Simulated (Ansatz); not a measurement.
**TiCo3: relaxation**

Aim: for TiCo3, relax the crystal.

Computed with Ansatz 0.2.0 (DFT r2SCAN, scalar-relativistic, plane waves, PAW, unless a step's input says otherwise).

**1. The system as given**

The structure is cubic, space group Pm-3m (No. 221). The conventional cell has a = 3.571 Å, b = 3.571 Å, c = 3.571 Å, α = 90.00°, β = 90.00°, γ = 90.00°. Ti (site symmetry m-3m) is surrounded by 12 Co at 2.53 Å. Co (site symmetry 4/mmm) is surrounded by 4 Ti at 2.53 Å and 8 Co at 2.53 Å.

Coordinates:

```
CELL_PARAMETERS angstrom
3.57100 0.00000 0.00000
0.00000 3.57100 0.00000
0.00000 0.00000 3.57100
ATOMIC_POSITIONS crystal
Ti 0.00000 0.00000 0.00000
Co 0.00000 0.50000 0.50000
Co 0.50000 0.00000 0.50000
Co 0.50000 0.50000 0.00000
```

The structure comes from the Crystallography Open Database.

(A quick probe on a coarse mesh, which set the mesh and smearing, is not shown.)

**3. The relaxation**

input.yaml reads:

```yaml
crystal:
  lattice:
    - [3.571, 0.0, 0.0]
    - [0.0, 3.571, 0.0]
    - [0.0, 0.0, 3.571]
  atoms:
    - { symbol: Ti, position: [0.0, 0.0, 0.0], spin: -0.69 }
    - { symbol: Co, position: [0.0, 0.5, 0.5], spin: 1.42 }
    - { symbol: Co, position: [0.5, 0.0, 0.5], spin: 1.42 }
    - { symbol: Co, position: [0.5, 0.5, 0.0], spin: 1.42 }
basis:
  ecutwfc: 500
kpoints:
  mp_grid: { grid: [10, 10, 10] }
hamiltonian:
  xc: r2scan
scf:
  occupations: { method: gaussian, width: 0.1 }
output:
  forces: true
  stress: true
  eigenvalues: true
  populations: true
  write_density: true
  write_potential: true
  elf: true
  volumetric_format: npy
magnetization:
  spin_polarized: true
relax:
  adjacent_minimum: "off"
  f_tol: 0.02
  max_steps: 70
  cell: { stress_tol: 0.1 }
```

On the command line:

```sh
$ ansatz run input.yaml --threads 2 --pin off --max-ram 5120MiB --backend cpu --events-out ev --progress --plain --runs-dir out
```

Q: Predict the outcome of this session. Wanted: relaxed cell; volume; formation energy; total moment.

As calculated:

```
                                                               quantity                                                                      value
                                                           relaxed cell  a = 3.586 Å, b = 3.586 Å, c = 3.586 Å, α = 90.00°, β = 90.00°, γ = 90.00°
                                                   space group (0.01 Å)                                                            Pm-3m (No. 221)
                                                                 volume                                                              11.53 Å³/atom
formation energy (elements from runs with the same settings, not shown)                                                              -0.19 eV/atom
                                                           total moment                                                               2.78 μB/cell
```

The cell grew by 1.3 % in volume on relaxing. Other magnetic orders or occupations could lie lower; they were not searched in full.
